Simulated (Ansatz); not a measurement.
# ScAuC2N2: the cost of one run

Program: Ansatz 0.2.0. Level of theory: DFT PBE, scalar-relativistic, plane waves, PAW. These are calculated values, not measurements.

### 1 The structure to begin with

Symmetry: P-1, No. 2, triclinic system. Conventional cell: a = 4.747 Å, b = 4.784 Å, c = 6.964 Å, α = 98.99°, β = 98.32°, γ = 96.89°. Sc (site symmetry -1) is surrounded by 2 N at 2.12 Å. C (site symmetry 1) has 1 N at 1.17 Å and 1 Au at 1.92 Å in its first shell of neighbours. Au (site symmetry -1) is surrounded by 2 C at 1.92 Å. Around N (site symmetry 1) lie 1 C at 1.17 Å.

As a file:

```
CELL_PARAMETERS angstrom
4.74650 0.00000 0.00000
-0.57434 4.74989 0.00000
-1.00785 -1.21788 6.78267
ATOMIC_POSITIONS crystal
Sc 0.50000 0.50000 0.50000
C 0.18408 0.18408 0.81592
C 0.81592 0.81592 0.18408
Au 0.00000 0.00000 0.00000
N 0.29643 0.29643 0.70357
N 0.70357 0.70357 0.29643
```

The cell is invented: packed cyanide-bridged chains (P-1, No. 2). Lengths come from tabulated atomic sizes and are only a guess.

### 2 Probe: one point on a coarse mesh

input.yaml reads:

```yaml
crystal:
  lattice:
    - [4.74650292, 0.0, 0.0]
    - [-0.5743392, 4.74988656, 0.0]
    - [-1.00784564, -1.21788434, 6.78266979]
  atoms:
    - { symbol: Sc, position: [0.5, 0.5, 0.5] }
    - { symbol: C, position: [0.18407912, 0.18407912, 0.81592088] }
    - { symbol: C, position: [0.81592088, 0.81592088, 0.18407912] }
    - { symbol: Au, position: [0.0, 0.0, 0.0] }
    - { symbol: "N", position: [0.29642789, 0.29642789, 0.70357211] }
    - { symbol: "N", position: [0.70357211, 0.70357211, 0.29642789] }
basis:
  ecutwfc: 420
kpoints:
  mp_grid: { grid: [4, 4, 4] }
hamiltonian:
  xc: pbe
scf:
  occupations: { method: gaussian, width: 0.1 }
  lower_state_search: "off"
output:
  forces: true
  stress: true
  eigenvalues: true
```

Command:

```
> ansatz run input.yaml --threads 1 --pin off --max-ram 2560MiB --backend cpu --events-out ev --progress --plain --runs-dir out
```

Q: Estimate wall time and peak memory on 1 thread of AMD EPYC 7R13 (Zen 3), shared host.

About 6.5 s, with a peak of 0.51 GiB.
